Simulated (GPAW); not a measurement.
# Al3Pt2 (P-3m1) in GPAW: settings compared

The runs below take Al3Pt2 through relaxation of cell and atoms, with PBEsol, PBEsol+D3.

All numbers are computed with GPAW 26.7.0; they aren't measurements. Logs are shortened: lines on timing, memory, paths and dates and some standing lists are left out, and cuts for length are marked. The log counts tension as positive stress, the text compression.

## (1) The crystal as given

Symmetry: P-3m1, No. 164, trigonal system. Conventional cell: a = 4.207 Å, b = 4.207 Å, c = 5.189 Å, α = 90.00°, β = 90.00°, γ = 120.00°. Pt (site symmetry 3m) has 8 Al at 2.49 to 2.69 Å as nearest neighbours. Around Al (site symmetry 3m) lie 5 Pt at 2.49 to 2.69 Å and 3 Al at 2.87 Å. Around Al (site symmetry -3m) lie 6 Pt at 2.58 Å.

The cell comes from a database or a generator and needn't be the stable form of this composition.

## (2) Relaxation of cell and atoms, PBEsol

Input file run.py:

```python
from ase import Atoms
from ase.filters import FrechetCellFilter
from ase.io import write
from ase.optimize import BFGS
from gpaw import GPAW, PW, setup_paths

setup_paths.insert(0, '.')

atoms = Atoms(['Pt', 'Pt', 'Al', 'Al', 'Al'],
              cell=[[4.2071400339, 0.0, 0.0],
                    [-2.103570017, 3.6434901467, 0.0],
                    [0.0, 0.0, 5.18896172]],
              scaled_positions=[[0.6666666667, 0.3333333333, 0.8338745],
                                [0.3333333333, 0.6666666667, 0.1661255],
                                [0.6666666667, 0.3333333333, 0.35316977],
                                [0.3333333333, 0.6666666667, 0.64683023],
                                [0.0, 0.0, 0.0]],
              pbc=True)

calc = GPAW(mode=PW(600),
            xc='PBEsol',
            kpts={'size': (5, 5, 4), 'gamma': True},
            occupations={'name': 'fermi-dirac', 'width': 0.05},
            nbands=38,
            convergence={'density': 1e-05, 'forces': 0.0001},
            maxiter=150,
            txt='gpaw.txt')
atoms.calc = calc
opt = BFGS(FrechetCellFilter(atoms), trajectory='relax.traj', logfile='-')
done = opt.run(fmax=0.02, steps=60)
calc.write('gs.gpw')
write('result.traj', atoms)
print('Converged:', done)
print('Cell:', atoms.cell.cellpar().round(4))
print('Volume:', round(atoms.get_volume(), 4))
print(atoms.get_scaled_positions().round(5))
```

Potentials or basis: PAW data sets generated in the run's folder for this functional, pw.

Started as:

```console
$ gpaw-setup -f PBEsol Al Pt
$ OMP_NUM_THREADS=1 python run.py
```

gpaw.txt:

```text
__  _  _
 | _ |_)|_||  |
 |__||  | ||/\| - 26.7.0

Input parameters:
  mode=PW(ecut=600.0),
  convergence={'density': 1e-05, 'forces': 0.0001},
  kpts=MonkhorstPack(size=(5, 5, 4), gamma=True),
  maxiter=150,
  nbands=38,
  occupations=Occupations(name='fermi-dirac', width=0.05),
  xc=XC(name='PBEsol')

Diagonalizing LCAO Hamiltonian
Converting LCAO to pw mode

             Pt
         Al

             Al
         Pt

       Al

Atoms  # Å, Bohr magnetons
|   | symbol |         x |        y |        z |    initial magnetic moments |
|---|--------|-----------|----------|----------|-----------------------------|
| 0 |     Pt |  2.103570 | 1.214497 | 4.326943 | ( 0.0000,  0.0000,  0.0000) |
| 1 |     Pt | -0.000000 | 2.428993 | 0.862019 | ( 0.0000,  0.0000,  0.0000) |
| 2 |     Al |  2.103570 | 1.214497 | 1.832584 | ( 0.0000,  0.0000,  0.0000) |
| 3 |     Al | -0.000000 | 2.428993 | 3.356377 | ( 0.0000,  0.0000,  0.0000) |
| 4 |     Al |  0.000000 | 0.000000 | 0.000000 | ( 0.0000,  0.0000,  0.0000) |

Unit cell  # Å
| periodic |         x |        y |        z |  lengths |     angles |
|----------|-----------|----------|----------|----------|------------|
|      yes |  4.207140 | 0.000000 | 0.000000 | 4.207140 |  90.000000 |
|      yes | -2.103570 | 3.643490 | 0.000000 | 4.207140 |  90.000000 |
|      yes |  0.000000 | 0.000000 | 5.188962 | 5.188962 | 120.000000 |

Number of symmetries: 12
Symmetry operations  # r_c * U_cc + t_c -> r_c
|    | kind |            matrix            |
|----|------|------------------------------|
|  0 |  σ   |  1, 1, 0,  0,-1, 0,  0, 0, 1 |
|  1 |  S6  |  1, 1, 0, -1, 0, 0,  0, 0,-1 |
|  2 |  E   |  1, 0, 0,  0, 1, 0,  0, 0, 1 |
|  3 |  C2  |  1, 0, 0, -1,-1, 0,  0, 0,-1 |
|  4 |  C2  |  0, 1, 0,  1, 0, 0,  0, 0,-1 |
|  5 |  C3  |  0, 1, 0, -1,-1, 0,  0, 0, 1 |
|  6 |  S6  |  0,-1, 0,  1, 1, 0,  0, 0,-1 |
|  7 |  σ   |  0,-1, 0, -1, 0, 0,  0, 0, 1 |
|  8 |  σ   | -1, 0, 0,  1, 1, 0,  0, 0, 1 |
|  9 |  i   | -1, 0, 0,  0,-1, 0,  0, 0,-1 |
| 10 |  C3  | -1,-1, 0,  1, 0, 0,  0, 0, 1 |
| 11 |  C2  | -1,-1, 0,  0, 1, 0,  0, 0,-1 |

BZ-sampling:
  Number of BZ points: 100
  Number of IBZ points: 17

  Monkhorst-Pack size: [5, 5, 4]
  Monkhorst-Pack shift: [0.0, 0.0, 0.125]

K-points  # in reciprocal-cell coordinates
|     |                                coordinates |     weight |
|-----|--------------------------------------------|------------|
|   0 | (  0.00000000,   0.00000000,   0.00000000) | 0.01000000 |
|   1 | (  0.00000000,   0.00000000,   0.25000000) | 0.02000000 |
|   2 | (  0.00000000,   0.00000000,   0.50000000) | 0.01000000 |
|   3 | (  0.20000000,   0.00000000,  -0.25000000) | 0.06000000 |
|   4 | (  0.20000000,   0.00000000,   0.00000000) | 0.06000000 |
|   5 | (  0.20000000,   0.00000000,   0.25000000) | 0.06000000 |
|   6 | (  0.20000000,   0.00000000,   0.50000000) | 0.06000000 |
|   7 | (  0.40000000,  -0.20000000,   0.00000000) | 0.06000000 |
|   8 | (  0.40000000,  -0.20000000,   0.25000000) | 0.12000000 |
|   9 | (  0.40000000,  -0.20000000,   0.50000000) | 0.06000000 |
| ... |                                            |            |
|  16 | (  0.40000000,   0.40000000,   0.50000000) | 0.06000000 |

Plane wave coefficients: 2703
Cutoff: 600.0 eV
[... 141 lines left out ...]
Fermi level: 9.040
Eigenvalues  # (at kpt = [0.000, 0.000, 0.000])
| band index |      eig [eV] | occ [0-2] |
|------------|---------------|-----------|
|          0 |       -44.504 |     2.000 |
|        ... |               |           |
|         11 |         3.794 |     2.000 |
|         12 |         3.794 |     2.000 |
|         13 |         4.962 |     2.000 |
|         14 |         4.962 |     2.000 |
|         15 |         6.139 |     2.000 |
|         16 |         6.139 |     2.000 |
[... 8 lines left out ...]
|         25 |        14.519 |     0.000 |
|         26 |        14.519 |     0.000 |
|        ... |               |           |
|         37 |        22.839 |     0.000 |

No gap
No difference between direct/indirect transitions

Stress tensor  # eV/Ang^3
|         x |         y |        z |
|-----------|-----------|----------|
| -0.005053 | -0.000000 | 0.000000 |
| -0.000000 | -0.005053 | 0.000000 |
|  0.000000 |  0.000000 | 0.004600 |

Forces  # eV/Ang
|        x |        y |        z |
|----------|----------|----------|
| -0.00000 | -0.00000 |  0.19539 |  # Pt   0
|  0.00000 |  0.00000 | -0.19539 |  # Pt   1
|  0.00000 |  0.00000 | -0.06481 |  # Al   2
| -0.00000 | -0.00000 |  0.06481 |  # Al   3
| -0.00000 |  0.00000 |  0.00000 |  # Al   4

Interpolating wave functions to new cell

             Pt
         Al

             Al
         Pt

       Al

Atoms  # Å, Bohr magnetons
|   | symbol |         x |         y |        z |    initial magnetic moments |
|---|--------|-----------|-----------|----------|-----------------------------|
| 0 |     Pt |  2.104053 |  1.214776 | 4.328829 | ( 0.0000,  0.0000,  0.0000) |
| 1 |     Pt | -0.000000 |  2.429551 | 0.859048 | ( 0.0000,  0.0000,  0.0000) |
| 2 |     Al |  2.104053 |  1.214776 | 1.831276 | ( 0.0000,  0.0000,  0.0000) |
| 3 |     Al | -0.000000 |  2.429551 | 3.356601 | ( 0.0000,  0.0000,  0.0000) |
| 4 |     Al | -0.000000 | -0.000000 | 0.000000 | ( 0.0000,  0.0000,  0.0000) |

Unit cell  # Å
| periodic |         x |        y |        z |  lengths |     angles |
|----------|-----------|----------|----------|----------|------------|
|      yes |  4.208106 | 0.000000 | 0.000000 | 4.208106 |  90.000000 |
|      yes | -2.104053 | 3.644327 | 0.000000 | 4.208106 |  90.000000 |
|      yes |  0.000000 | 0.000000 | 5.187877 | 5.187877 | 120.000000 |

Number of symmetries: 12
Symmetry operations  # r_c * U_cc + t_c -> r_c
|    | kind |            matrix            |
|----|------|------------------------------|
|  0 |  σ   |  1, 1, 0,  0,-1, 0,  0, 0, 1 |
|  1 |  S6  |  1, 1, 0, -1, 0, 0,  0, 0,-1 |
|  2 |  E   |  1, 0, 0,  0, 1, 0,  0, 0, 1 |
|  3 |  C2  |  1, 0, 0, -1,-1, 0,  0, 0,-1 |
|  4 |  C2  |  0, 1, 0,  1, 0, 0,  0, 0,-1 |
|  5 |  C3  |  0, 1, 0, -1,-1, 0,  0, 0, 1 |
|  6 |  S6  |  0,-1, 0,  1, 1, 0,  0, 0,-1 |
|  7 |  σ   |  0,-1, 0, -1, 0, 0,  0, 0, 1 |
|  8 |  σ   | -1, 0, 0,  1, 1, 0,  0, 0, 1 |
|  9 |  i   | -1, 0, 0,  0,-1, 0,  0, 0,-1 |
| 10 |  C3  | -1,-1, 0,  1, 0, 0,  0, 0, 1 |
| 11 |  C2  | -1,-1, 0,  0, 1, 0,  0, 0,-1 |

BZ-sampling:
  Number of BZ points: 100
  Number of IBZ points: 17

  Monkhorst-Pack size: [5, 5, 4]
  Monkhorst-Pack shift: [0.0, 0.0, 0.125]

K-points  # in reciprocal-cell coordinates
|     |                                coordinates |     weight |
|-----|--------------------------------------------|------------|
|   0 | (  0.00000000,   0.00000000,   0.00000000) | 0.01000000 |
|   1 | (  0.00000000,   0.00000000,   0.25000000) | 0.02000000 |
|   2 | (  0.00000000,   0.00000000,   0.50000000) | 0.01000000 |
|   3 | (  0.20000000,   0.00000000,  -0.25000000) | 0.06000000 |
|   4 | (  0.20000000,   0.00000000,   0.00000000) | 0.06000000 |
|   5 | (  0.20000000,   0.00000000,   0.25000000) | 0.06000000 |
|   6 | (  0.20000000,   0.00000000,   0.50000000) | 0.06000000 |
|   7 | (  0.40000000,  -0.20000000,   0.00000000) | 0.06000000 |
|   8 | (  0.40000000,  -0.20000000,   0.25000000) | 0.12000000 |
|   9 | (  0.40000000,  -0.20000000,   0.50000000) | 0.06000000 |
| ... |                                            |            |
|  16 | (  0.40000000,   0.40000000,   0.50000000) | 0.06000000 |

Plane wave coefficients: 2703
Cutoff: 600.0 eV
[... 1143 lines left out ...]
Fermi level: 8.980
Eigenvalues  # (at kpt = [0.000, 0.000, 0.000])
| band index |      eig [eV] | occ [0-2] |
|------------|---------------|-----------|
|          0 |       -44.535 |     2.000 |
|        ... |               |           |
|         11 |         3.735 |     2.000 |
|         12 |         3.735 |     2.000 |
|         13 |         5.003 |     2.000 |
|         14 |         5.003 |     2.000 |
|         15 |         6.122 |     2.000 |
|         16 |         6.122 |     2.000 |
[... 8 lines left out ...]
|         25 |        14.448 |     0.000 |
|         26 |        14.448 |     0.000 |
|        ... |               |           |
|         37 |        22.890 |     0.000 |

No gap
No difference between direct/indirect transitions

Stress tensor  # eV/Ang^3
|         x |        y |         z |
|-----------|----------|-----------|
|  0.000517 | 0.000000 | -0.000000 |
|  0.000000 | 0.000517 |  0.000000 |
| -0.000000 | 0.000000 |  0.001309 |

Forces  # eV/Ang
|        x |        y |        z |
|----------|----------|----------|
|  0.00000 | -0.00000 | -0.01685 |  # Pt   0
|  0.00000 |  0.00000 |  0.01685 |  # Pt   1
| -0.00000 | -0.00000 | -0.01449 |  # Al   2
|  0.00000 |  0.00000 |  0.01449 |  # Al   3
| -0.00000 |  0.00000 |  0.00000 |  # Al   4

Interpolating wave functions to new cell

             Pt
         Al

             Al
         Pt

       Al

Atoms  # Å, Bohr magnetons
|   | symbol |         x |        y |         z |    initial magnetic moments |
|---|--------|-----------|----------|-----------|-----------------------------|
| 0 |     Pt |  2.113271 | 1.220098 |  4.316903 | ( 0.0000,  0.0000,  0.0000) |
| 1 |     Pt | -0.000000 | 2.440195 |  0.838751 | ( 0.0000,  0.0000,  0.0000) |
| 2 |     Al |  2.113271 | 1.220098 |  1.819591 | ( 0.0000,  0.0000,  0.0000) |
| 3 |     Al | -0.000000 | 2.440195 |  3.336064 | ( 0.0000,  0.0000,  0.0000) |
| 4 |     Al |  0.000000 | 0.000000 | -0.000000 | ( 0.0000,  0.0000,  0.0000) |

Unit cell  # Å
| periodic |         x |         y |         z |  lengths |     angles |
|----------|-----------|-----------|-----------|----------|------------|
|      yes |  4.226542 |  0.000000 |  0.000000 | 4.226542 |  90.000000 |
|      yes | -2.113271 |  3.660293 | -0.000000 | 4.226542 |  90.000000 |
|      yes |  0.000000 | -0.000000 |  5.155655 | 5.155655 | 120.000000 |

Number of symmetries: 12
Symmetry operations  # r_c * U_cc + t_c -> r_c
|    | kind |            matrix            |
|----|------|------------------------------|
|  0 |  σ   |  1, 1, 0,  0,-1, 0,  0, 0, 1 |
|  1 |  S6  |  1, 1, 0, -1, 0, 0,  0, 0,-1 |
|  2 |  E   |  1, 0, 0,  0, 1, 0,  0, 0, 1 |
|  3 |  C2  |  1, 0, 0, -1,-1, 0,  0, 0,-1 |
|  4 |  C2  |  0, 1, 0,  1, 0, 0,  0, 0,-1 |
|  5 |  C3  |  0, 1, 0, -1,-1, 0,  0, 0, 1 |
|  6 |  S6  |  0,-1, 0,  1, 1, 0,  0, 0,-1 |
|  7 |  σ   |  0,-1, 0, -1, 0, 0,  0, 0, 1 |
|  8 |  σ   | -1, 0, 0,  1, 1, 0,  0, 0, 1 |
|  9 |  i   | -1, 0, 0,  0,-1, 0,  0, 0,-1 |
| 10 |  C3  | -1,-1, 0,  1, 0, 0,  0, 0, 1 |
| 11 |  C2  | -1,-1, 0,  0, 1, 0,  0, 0,-1 |
[... 166 lines left out ...]
| band index |      eig [eV] | occ [0-2] |
|------------|---------------|-----------|
|          0 |       -44.533 |     2.000 |
|        ... |               |           |
|         11 |         3.738 |     2.000 |
|         12 |         3.738 |     2.000 |
|         13 |         5.002 |     2.000 |
|         14 |         5.002 |     2.000 |
|         15 |         6.123 |     2.000 |
|         16 |         6.123 |     2.000 |
[... 8 lines left out ...]
|         25 |        14.452 |     0.000 |
|         26 |        14.452 |     0.000 |
|        ... |               |           |
|         37 |        22.902 |     0.000 |

No gap
No difference between direct/indirect transitions

Stress tensor  # eV/Ang^3
|        x |        y |        z |
|----------|----------|----------|
| 0.000431 | 0.000000 | 0.000000 |
| 0.000000 | 0.000431 | 0.000000 |
| 0.000000 | 0.000000 | 0.000851 |

Forces  # eV/Ang
|        x |        y |        z |
|----------|----------|----------|
| -0.00000 |  0.00000 | -0.00180 |  # Pt   0
|  0.00000 | -0.00000 |  0.00180 |  # Pt   1
|  0.00000 |  0.00000 | -0.01780 |  # Al   2
| -0.00000 | -0.00000 |  0.01780 |  # Al   3
|  0.00000 | -0.00000 |  0.00000 |  # Al   4

# Writing to gs.gpw (mode='')
```

It took 2.4 min on 1 thread of AMD EPYC 7R13 (Zen 3), shared host; peak memory 0.26 GiB.

Results:

```yaml
Free_energy: -31.6574 eV
Relaxed_volume: 15.95 Å³/atom
Relaxed_cell: a = 4.227 Å, b = 4.227 Å, c = 5.156 Å, α = 90.00°, β = 90.00°, γ = 120.00°
Space_group_after_relaxing_to_0.05_Å: P-3m1 (No. 164)
Energy_gained_by_relaxing: 1.5 meV/atom
Ionic_steps: 7
Pressure_after_relaxing: -0.1 GPa
Largest_force_after_relaxing: 0.018 eV/Å
Band_gap_on_the_k_mesh: none (metal or under the smearing width)
```

Forces on the atoms (eV/Å):
```
Pt   0.000  0.000 -0.002
Pt   0.000  0.000  0.002
Al   0.000  0.000 -0.018
Al   0.000  0.000  0.018
Al   0.000  0.000  0.000
```

The path:
```tsv
step	energy change (eV)	largest force (eV/Å)	pressure (GPa)	volume (Å³)
1	0.0000	0.1954	0.29	79.54
2	-0.0014	0.1526	0.25	79.56
3	-0.0049	0.0424	0.07	79.66
4	-0.0053	0.0474	0.04	79.68
5	-0.0074	0.0446	-0.14	79.79
6	-0.0075	0.0169	-0.13	79.78
7	-0.0075	0.0178	-0.09	79.76
```

Final structure:
```
CELL_PARAMETERS angstrom
4.22654 0.00000 0.00000
-2.11327 3.66029 0.00000
0.00000 0.00000 5.15565
ATOMIC_POSITIONS crystal
Pt 0.66667 0.33333 0.83731
Pt 0.33333 0.66667 0.16269
Al 0.66667 0.33333 0.35293
Al 0.33333 0.66667 0.64707
Al 0.00000 0.00000 0.00000
```

Levels at points of the mesh, in eV from the Fermi level:
```csv
k point,band 19,band 20,band 21,band 22,band 23,band 24
"(0.00, 0.00, 0.00)",-2.12,1.36,1.36,2.97,3.95,3.95
"(0.00, 0.00, 0.50)",2.06,2.43,2.43,2.94,2.94,3.06
```

Caveat: later steps reuse the first step's grids. Spin-orbit coupling is left out, which matters for the levels of Pt.

## (3) Relaxation of cell and atoms, PBEsol+D3

Changes to run.py since step 2:

```diff
@@ -1,2 +1,3 @@
 from ase import Atoms
+from ase.calculators.mixing import SumCalculator
 from ase.filters import FrechetCellFilter
@@ -4,2 +5,3 @@
 from ase.optimize import BFGS
+from dftd3.ase import DFTD3
 from gpaw import GPAW, PW, setup_paths
@@ -27,3 +29,3 @@
             txt='gpaw.txt')
-atoms.calc = calc
+atoms.calc = SumCalculator([calc, DFTD3(method='pbesol', damping='d3zero')])
 opt = BFGS(FrechetCellFilter(atoms), trajectory='relax.traj', logfile='-')
```

Potentials or basis: PAW data sets generated in the run's folder for this functional, pw.

Started as:

```console
$ gpaw-setup -f PBEsol Al Pt
$ OMP_NUM_THREADS=1 python run.py
```

gpaw.txt:

```text
__  _  _
 | _ |_)|_||  |
 |__||  | ||/\| - 26.7.0

Input parameters:
  mode=PW(ecut=600.0),
  convergence={'density': 1e-05, 'forces': 0.0001},
  kpts=MonkhorstPack(size=(5, 5, 4), gamma=True),
  maxiter=150,
  nbands=38,
  occupations=Occupations(name='fermi-dirac', width=0.05),
  xc=XC(name='PBEsol')

Diagonalizing LCAO Hamiltonian
Converting LCAO to pw mode

             Pt
         Al

             Al
         Pt

       Al

Atoms  # Å, Bohr magnetons
|   | symbol |         x |        y |        z |    initial magnetic moments |
|---|--------|-----------|----------|----------|-----------------------------|
| 0 |     Pt |  2.103570 | 1.214497 | 4.326943 | ( 0.0000,  0.0000,  0.0000) |
| 1 |     Pt | -0.000000 | 2.428993 | 0.862019 | ( 0.0000,  0.0000,  0.0000) |
| 2 |     Al |  2.103570 | 1.214497 | 1.832584 | ( 0.0000,  0.0000,  0.0000) |
| 3 |     Al | -0.000000 | 2.428993 | 3.356377 | ( 0.0000,  0.0000,  0.0000) |
| 4 |     Al |  0.000000 | 0.000000 | 0.000000 | ( 0.0000,  0.0000,  0.0000) |

Unit cell  # Å
| periodic |         x |        y |        z |  lengths |     angles |
|----------|-----------|----------|----------|----------|------------|
|      yes |  4.207140 | 0.000000 | 0.000000 | 4.207140 |  90.000000 |
|      yes | -2.103570 | 3.643490 | 0.000000 | 4.207140 |  90.000000 |
|      yes |  0.000000 | 0.000000 | 5.188962 | 5.188962 | 120.000000 |

Number of symmetries: 12
Symmetry operations  # r_c * U_cc + t_c -> r_c
|    | kind |            matrix            |
|----|------|------------------------------|
|  0 |  σ   |  1, 1, 0,  0,-1, 0,  0, 0, 1 |
|  1 |  S6  |  1, 1, 0, -1, 0, 0,  0, 0,-1 |
|  2 |  E   |  1, 0, 0,  0, 1, 0,  0, 0, 1 |
|  3 |  C2  |  1, 0, 0, -1,-1, 0,  0, 0,-1 |
|  4 |  C2  |  0, 1, 0,  1, 0, 0,  0, 0,-1 |
|  5 |  C3  |  0, 1, 0, -1,-1, 0,  0, 0, 1 |
|  6 |  S6  |  0,-1, 0,  1, 1, 0,  0, 0,-1 |
|  7 |  σ   |  0,-1, 0, -1, 0, 0,  0, 0, 1 |
|  8 |  σ   | -1, 0, 0,  1, 1, 0,  0, 0, 1 |
|  9 |  i   | -1, 0, 0,  0,-1, 0,  0, 0,-1 |
| 10 |  C3  | -1,-1, 0,  1, 0, 0,  0, 0, 1 |
| 11 |  C2  | -1,-1, 0,  0, 1, 0,  0, 0,-1 |
[... 2195 lines left out ...]
Stress tensor  # eV/Ang^3
|         x |         y |         z |
|-----------|-----------|-----------|
| -0.028649 | -0.000000 | -0.000000 |
| -0.000000 | -0.028649 |  0.000000 |
| -0.000000 |  0.000000 | -0.026182 |

Forces  # eV/Ang
|        x |        y |        z |
|----------|----------|----------|
| -0.00000 |  0.00000 |  0.14897 |  # Pt   0
|  0.00000 | -0.00000 | -0.14897 |  # Pt   1
|  0.00000 | -0.00000 | -0.03912 |  # Al   2
| -0.00000 |  0.00000 |  0.03912 |  # Al   3
| -0.00000 |  0.00000 |  0.00000 |  # Al   4

# Writing to gs.gpw (mode='')
```

stdout:

```text
Step          Energy          fmax
BFGS:    0      -33.161867        0.456522
BFGS:    1      -33.167789        0.402295
BFGS:    2      -33.185401        0.047239
BFGS:    3      -33.185518        0.041450
BFGS:    4      -33.185722        0.040168
BFGS:    5      -33.185841        0.026276
BFGS:    6      -33.185926        0.022287
BFGS:    7      -33.185994        0.020373
BFGS:    8      -33.186057        0.012413
Converged: True
Cell: [  4.1822   4.1822   5.1285  90.      90.     120.    ]
Volume: 77.6849
[[0.66667 0.33333 0.83524]
 [0.33333 0.66667 0.16476]
 [0.66667 0.33333 0.35335]
 [0.33333 0.66667 0.64665]
 [0.      0.      0.     ]]
```

Wall time 3 min (1 thread of AMD EPYC 7R13 (Zen 3), shared host); peak memory 0.35 GiB.

Results:

| Quantity | Value |
| --- | --- |
| Free energy | -33.1900 eV |
| Relaxed volume | 15.54 Å³/atom |
| Relaxed cell | a = 4.182 Å, b = 4.182 Å, c = 5.128 Å, α = 90.00°, β = 90.00°, γ = 120.00° |
| Space group after relaxing (to 0.05 Å) | P-3m1 (No. 164) |
| Energy gained by relaxing | 4.8 meV/atom |
| Ionic steps | 9 |
| Pressure after relaxing | 0.1 GPa |
| Largest force after relaxing | 0.013 eV/Å |
| Band gap on the k mesh | none (metal or under the smearing width) |
| Dispersion energy per atom | -0.312 eV |

Forces in eV/Å, atoms in the order of the input:
```
Pt   0.000  0.000 -0.003
Pt   0.000  0.000  0.003
Al   0.000  0.000 -0.013
Al   0.000  0.000  0.013
Al   0.000  0.000  0.000
```

Step by step:
| step | energy change (eV) | largest force (eV/Å) | pressure (GPa) | volume (Å³) |
| --- | --- | --- | --- | --- |
| 1 | 0.0000 | 0.0406 | -3.79 | 79.54 |
| 2 | -0.0059 | 0.0341 | -3.29 | 79.28 |
| 3 | -0.0235 | 0.0477 | 0.15 | 77.65 |
| 4 | -0.0237 | 0.0357 | 0.03 | 77.70 |
| 5 | -0.0239 | 0.0182 | -0.08 | 77.75 |
| 6 | -0.0240 | 0.0236 | -0.05 | 77.74 |
| 7 | -0.0241 | 0.0225 | 0.02 | 77.70 |
| 8 | -0.0241 | 0.0206 | 0.07 | 77.68 |
| 9 | -0.0242 | 0.0126 | 0.07 | 77.68 |

Final structure:
```cif
data_structure
_symmetry_space_group_name_H-M 'P 1'
_symmetry_Int_Tables_number 1
_cell_length_a 4.1822
_cell_length_b 4.1822
_cell_length_c 5.1285
_cell_angle_alpha 90.000
_cell_angle_beta 90.000
_cell_angle_gamma 120.000
_cell_volume 77.68
loop_
_atom_site_label
_atom_site_type_symbol
_atom_site_fract_x
_atom_site_fract_y
_atom_site_fract_z
_atom_site_occupancy
Pt1 Pt 0.66667 0.33333 0.83524 1
Pt2 Pt 0.33333 0.66667 0.16476 1
Al1 Al 0.66667 0.33333 0.35335 1
Al2 Al 0.33333 0.66667 0.64665 1
Al3 Al 0.00000 0.00000 0.00000 1
```

Caveat: later steps reuse the first step's grids; pairwise dispersion overbinds metals, which lowers pressure and volume. Spin-orbit coupling is left out, which matters for the levels of Pt.
